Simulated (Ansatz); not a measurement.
# Ca2H3Br: the cost of one run

Program: the Python package of Ansatz 0.2.0. Level of theory: DFT r2SCAN, plane waves, PAW. These are calculated values, not measurements.

## (1) The structure

It takes space group P-3m1 (No. 164, trigonal). Conventional cell: a = 3.903 Å, b = 3.903 Å, c = 6.854 Å, α = 90.00°, β = 90.00°, γ = 120.00°. Ca (site symmetry 3m) has 7 H at 2.27 to 2.59 Å and 3 Br at 3.12 Å in its first shell of neighbours. H (site symmetry 3m) has 4 Ca at 2.27 to 2.30 Å in its first shell of neighbours. H (site symmetry -3m) is surrounded by 6 H at 2.48 Å and 6 Ca at 2.59 Å. Br (site symmetry -3m) has 6 Ca at 3.12 Å in its first shell of neighbours.

The script holds or builds the structure itself.

## (2) The script

The input, ecut_ca2h3br.py:

```python
'''Convergence of Ca2H3Br with the plane-wave cutoff.'''

import ansatz as az
from ase import Atoms
import matplotlib.pyplot as plt

KMESH = (6, 6, 4)

atoms = Atoms(
    ['Ca', 'Ca', 'H', 'H', 'H', 'Br'],
    scaled_positions=[
        [2 / 3, 1 / 3, 0.18576],
        [1 / 3, 2 / 3, 0.81424],
        [2 / 3, 1 / 3, 0.85048],
        [1 / 3, 2 / 3, 0.14952],
        [0.0, 0.0, 0.0],
        [0.0, 0.0, 0.5],
    ],
    cell=[
        [3.90294, 0.0, 0.0],
        [-1.95147, 3.38005, 0.0],
        [0.0, 0.0, 6.85353],
    ],
    pbc=True,
)
cell = az.Crystal.from_ase(atoms)

job = cell.calculation()
job = job.functional(az.Functional.R2SCAN).occupations(az.OccupationsMethod.FIXED)
job = job.kpoints(*KMESH)
job = job.band_table()

rows = []
for value in [300, 375, 450, 525]:
    data = job.basis(value).run().report
    rows.append((value, data['free_energy_ev'] / len(data['lattice']['sites']), data['n_iterations'], data['gap_by_band_count_ev'], data['n_pw']))

print(' cutoff (eV)   F/atom (eV)    iterations  gap by band count (eV)   plane waves')
for row in rows:
    print(f'{str(row[0]):>12s}  {row[1]:12.5f}  {row[2]:12d}  {row[3]:22.3f}  {row[4]:12d}')

# the last row is the reference
for row in rows[:-1]:
    shift = 1000 * (row[1] - rows[-1][1])
    print(f'{row[0]}: {shift:+.2f} meV/atom' + ('  (within 5 meV)' if abs(shift) < 5 else ''))
plt.figure(figsize=(4.5, 3))
plt.plot([str(row[0]) for row in rows], [1000 * (row[1] - rows[-1][1]) for row in rows], 'o-')
plt.xlabel('cutoff (eV)')
plt.ylabel('F - F(last) (meV/atom)')
plt.tight_layout()
plt.savefig('ecut.png', dpi=100)
```

## (3) The input behind the calls

The package turns the script's settings into the engine's input (first run):

```yaml
crystal:
  lattice:
    - [3.90294, 0.0, 0.0]
    - [-1.95147, 3.38005, 0.0]
    - [0.0, 0.0, 6.85353]
  atoms:
    - { symbol: Ca, position: [0.6666666666666666, 0.3333333333333333, 0.18576] }
    - { symbol: Ca, position: [0.3333333333333333, 0.6666666666666666, 0.81424] }
    - { symbol: H, position: [0.6666666666666666, 0.3333333333333333, 0.8504799999999999] }
    - { symbol: H, position: [0.3333333333333333, 0.6666666666666666, 0.14952] }
    - { symbol: H, position: [0.0, 0.0, 0.0] }
    - { symbol: Br, position: [0.0, 0.0, 0.5] }
basis:
  ecutwfc: 300.0
kpoints:
  mp_grid:
    grid: [6, 6, 4]
hamiltonian:
  xc: r2scan
scf:
  occupations:
    method: fixed
output:
  eigenvalues: true
```

## (4) Running it

The run is started by

```bash
$ python ecut_ca2h3br.py
```

**Question.** How long does this script take on 1 thread of Arm Neoverse V2, shared host, and how much memory does it need?

About 20 s, with a peak of 0.61 GiB.
